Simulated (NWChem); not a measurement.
**CH3ClFIn (SMILES [CH3][In]([F])[Cl]) at BP86-D3(BJ)/def2-SVP (core potential)**

We compute a geometry optimisation of CH3ClFIn. 

The results are computed with NWChem 7.3.0.

## (1) Starting point

CH3ClFIn has 7 atoms, charge 0, and is taken as a singlet. SMILES: `[CH3][In]([F])[Cl]`. The shape is that of a PBE0-D4/def2-TZVP optimisation. The run starts from this shape.

Bond lengths: C1–In2 2.122 Å, In2–F3 1.947 Å, In2–Cl4 2.316 Å, C1–H5 1.089 Å, C1–H6 1.090 Å, C1–H7 1.088 Å. Angles: C1–In2–F3 121.8°, C1–In2–Cl4 129.4°, F3–In2–Cl4 108.8°, In2–C1–H5 109.1°, In2–C1–H6 108.9°, In2–C1–H7 109.1°, H5–C1–H6 109.2°, H5–C1–H7 110.4°, H6–C1–H7 110.2°.

## (2) A structure relaxation at BP86-D3(BJ)/def2-SVP (core potential)

Contents of nw.nw:

```
start nw
title "CH3ClFIn"
memory 2200 mb
geometry units atomic
  C   -0.73850497   1.79788543   0.80747997
  In   0.73888291  -1.59889727  -0.72622175
  F    4.35770844  -2.12688675  -1.13478054
  Cl  -1.37647651  -5.15649568  -2.14578401
  H   -2.10307620   2.59459397  -0.51173783
  H   -1.68431289   1.37137425   2.58609020
  H    0.80559025   3.11880400   1.12476499
end
basis spherical bse
  * library def2-SVP
end
ecp bse
  In library def2-SVP
end
dft
  xc becke88 perdew86
  disp vdw 4
  grid fine
  convergence energy 1e-07
  maxiter 100
  mulliken
  print low
end
driver
  maxiter 60
end
freq
  temp 3 298.15 600 900
end
task dft optimize
task dft frequencies
```

On the command line:

```
$ nwchem nw.nw > nw.out
```

What it wrote:

```text
[...]
 d= 0,ls=0.0,diis     1   -789.9503596060 -1.03D+03  3.65D-02  8.87D-01     1.6
[...]
         Total DFT energy =     -790.069849305704
[...]
@    0    -790.06984931  0.0D+00  0.01456  0.00638  0.00000  0.00000     19.4
[...]
         Total DFT energy =     -790.071169079456
[...]
@    1    -790.07127017 -1.4D-03  0.00785  0.00269  0.02324  0.04965     39.8
[...]
@    7    -790.07173090 -8.9D-07  0.00022  0.00008  0.00284  0.00597    118.1
[...]
         Total DFT energy =   -790.071731181715
[...]
@    8    -790.07173118 -2.8D-07  0.00018  0.00005  0.00156  0.00334    126.3
[...]
         Total DFT energy =     -790.071731372464
[...]
         Total DFT energy =   -790.071731372464
                         DFT ENERGY GRADIENTS
    atom               coordinates                        gradient
                 x          y          z           x          y          z
   1 C      -2.843898   3.331609  -0.000343   -0.000106   0.000072   0.000004
   2 In      0.071385   0.483131  -0.001668    0.000036  -0.000164   0.000000
   3 F       3.717814   1.316328   0.002950    0.000034   0.000022  -0.000002
   4 Cl     -0.450210  -3.955172  -0.000217   -0.000000   0.000078   0.000002
   5 H      -4.114774   2.967499  -1.619480    0.000027   0.000016   0.000029
   6 H      -3.906279   3.168571   1.793060    0.000021   0.000010  -0.000038
   7 H      -1.942232   5.208635  -0.162210   -0.000012  -0.000034   0.000005
[...]
@    9    -790.07173137 -1.9D-07  0.00009  0.00003  0.00062  0.00120    134.6
[...]
      Optimization converged
[...]
@    9    -790.07173137 -1.9D-07  0.00009  0.00003  0.00062  0.00120    134.6
[...]
 d= 0,ls=0.0,diis     2   -790.0717311103 -1.48D-09  1.57D-06  5.50D-08   139.3
         Total DFT energy =     -790.071731110334
      One electron energy =    -1634.927909692238
           Coulomb energy =      670.393486584014
    Exchange-Corr. energy =      -62.135631233353
 Nuclear repulsion energy =      236.606560631578
    Dispersion correction =       -0.008237400335
[...]
 Zero-Point correction to Energy  =   23.286 kcal/mol  (  0.037108 au)
 Thermal correction to Energy     =   40.879 kcal/mol  (  0.065145 au)
 Thermal correction to Enthalpy   =   42.667 kcal/mol  (  0.067993 au)
 Total Entropy                    =  108.825 cal/mol-K
   - Translational                =   47.001 cal/mol-K (mol. weight = 183.8948)
   - Rotational                   =   30.720 cal/mol-K (symmetry #  =        1)
   - Vibrational                  =   31.104 cal/mol-K
 Cv (constant volume heat capacity) =   26.420 cal/mol-K
   - Translational                  =    2.979 cal/mol-K
   - Rotational                     =    2.979 cal/mol-K
   - Vibrational                    =   20.461 cal/mol-K
[...]
 Normal Eigenvalue ||           Projected Infra Red Intensities
  Mode   [cm**-1]  || [atomic units] [(debye/angs)**2] [(KM/mol)] [arbitrary]
 ------ ---------- || -------------- ----------------- ---------- -----------
    1      -42.425 ||    0.000006           0.000         0.006       0.006
    2        0.000 ||    0.000466           0.011         0.454       0.438
    3        0.000 ||    0.000007           0.000         0.007       0.006
    4        0.000 ||    0.001514           0.035         1.476       1.424
    5        0.000 ||    0.002581           0.060         2.516       2.428
    6        0.000 ||    0.001917           0.044         1.869       1.804
    7        0.000 ||    0.000588           0.014         0.573       0.553
    8       82.524 ||    0.002589           0.060         2.524       2.436
    9      103.570 ||    0.008580           0.198         8.365       8.071
   10      126.838 ||    0.018603           0.429        18.135      17.500
   11      351.382 ||    0.037219           0.859        36.283      35.012
   12      485.453 ||    0.011499           0.265        11.210      10.817
   13      583.874 ||    0.056958           1.314        55.526      53.580
   14      714.109 ||    0.026864           0.620        26.188      25.270
[...]
```

Run time: 6.2 min. Hardware: 1 thread of Intel Xeon 6975P-C (Granite Rapids), shared host; peak memory 0.21 GiB.

The path in brief:

```csv
step,energy from the first frame kept (eV)
0,0.0000
1,-0.0387
2,-0.0496
3,-0.0510
4,-0.0511
5,-0.0511
6,-0.0512
7,-0.0512
8,-0.0512
9,-0.0512
```

After the run. Bond lengths: C1–In2 2.157 Å, In2–F3 1.979 Å, In2–Cl4 2.365 Å, C1–H5 1.106 Å, C1–H6 1.106 Å, C1–H7 1.105 Å. Angles: C1–In2–F3 122.8°, C1–In2–Cl4 127.6°, F3–In2–Cl4 109.6°, In2–C1–H5 108.2°, In2–C1–H6 108.0°, In2–C1–H7 108.6°, H5–C1–H6 110.0°, H5–C1–H7 111.0°, H6–C1–H7 110.8°.

## (3) Results

Level: BP86-D3(BJ)/def2-SVP (core potential).

| quantity | value |
| --- | --- |
| total energy at the end | -790.07173 Eh |
| dispersion energy | -21.63 kJ/mol |
| lowest harmonic wavenumber | 42i cm⁻¹ (imaginary) |
| highest harmonic wavenumber | 3124 cm⁻¹ |

At the final geometry: Bond lengths: C1–In2 2.157 Å, In2–F3 1.979 Å, In2–Cl4 2.365 Å, C1–H5 1.106 Å, C1–H6 1.106 Å, C1–H7 1.105 Å. Angles: C1–In2–F3 122.8°, C1–In2–Cl4 127.6°, F3–In2–Cl4 109.6°, In2–C1–H5 108.2°, In2–C1–H6 108.0°, In2–C1–H7 108.6°, H5–C1–H6 110.0°, H5–C1–H7 111.0°, H6–C1–H7 110.8°. 1 mode is imaginary (lowest 42i cm⁻¹): a first-order saddle point, unless the integration grid spoils the Hessian. The optimisation took 10 steps and changed the energy by -0.051 eV.
